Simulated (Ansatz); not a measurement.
# WHO+ (triplet): the correlation ladder, def2-TZVPP

An exercise on one series of results from a longer session: the logs are not shown, and one member is left open.

Method: def2-TZVPP, core rule «outside noble gas», up to 5 orbitals frozen; program: Ansatz 0.2.0, Gaussian basis.

Plan: UHF; ROHF; CCSD(T) on UHF.

2 further runs of the same task are left out: 2 set aside as unsound or not needed.

**The geometry**

The geometry is a PBE0/def2-TZVP stationary point (not a proven minimum) of the parent state, kept for this charge and spin. No spin-orbit coupling is included. Elements past krypton take def2 core potentials.

3 atoms, charge 1, spin multiplicity 3.

Atoms are counted from 1 here; the program's logs count them from 0.

Bond lengths: W1–O2 1.840 Å, W1–H3 2.438 Å, O2–H3 0.969 Å. Angles: O2–W1–H3 20.7°, W1–O2–H3 117.1°, W1–H3–O2 42.2°.

Geometry (Å):

```xyz
3

W     0.0000    0.0057    0.1579
O     0.0000   -0.1110   -1.6779
H     0.0000    0.7220   -2.1726
```

The first run:

in.yaml

```yaml
crystal:
  periodic: [false, false, false]
  atoms:
    - {symbol: W, position_ang: [0.000000, 0.005701, 0.157938]}
    - {symbol: O, position_ang: [0.000000, -0.110996, -1.677910]}
    - {symbol: H, position_ang: [0.000000, 0.722005, -2.172591]}
basis:
  gaussian: {orbitals: def2-TZVPP}
total_charge: 1
magnetization: {spin_polarized: true, initial_magnetization: 2}
hamiltonian: {xc: hf}
output: {orbitals: {seedname: orbitals}}
```

The run is started by

```bash
$ ansatz run in.yaml --threads 1 --pin off --events-out ev --progress --plain --max-ram 3968MiB --backend cpu
```

Steps of the session up to this table: UHF; ROHF; CCSD(T) on UHF.

One table of the session follows, with a row left open; its other results are not shown here.

```
  method  from UCCSD(T) (kcal/mol)
    ROHF                   +269.43
    UMP2                         ?
   UCCSD                    +20.64
UCCSD(T)                         0
```

**Question.** Estimate the row for UMP2.

As computed: from UCCSD(T) (kcal/mol): +34.77. In the column «from UCCSD(T) (kcal/mol)» it lies between UCCSD (+20.64) and ROHF (+269.43).

Left out of the table: UHF (another determinant or state than the rows shown).

The program flags UCCSD(T) as in doubt (see the logs), so the zero of the table is itself unsure.

Limits of these values: The determinant is far from a pure spin state, so its energy mixes those of several spin states (harmless only where they are near-degenerate, as at dissociation). The program flags UCCSD(T) as in doubt, so the zero of the table is itself unsure. Warnings: spin contamination; coupled cluster took another determinant than the lowest.
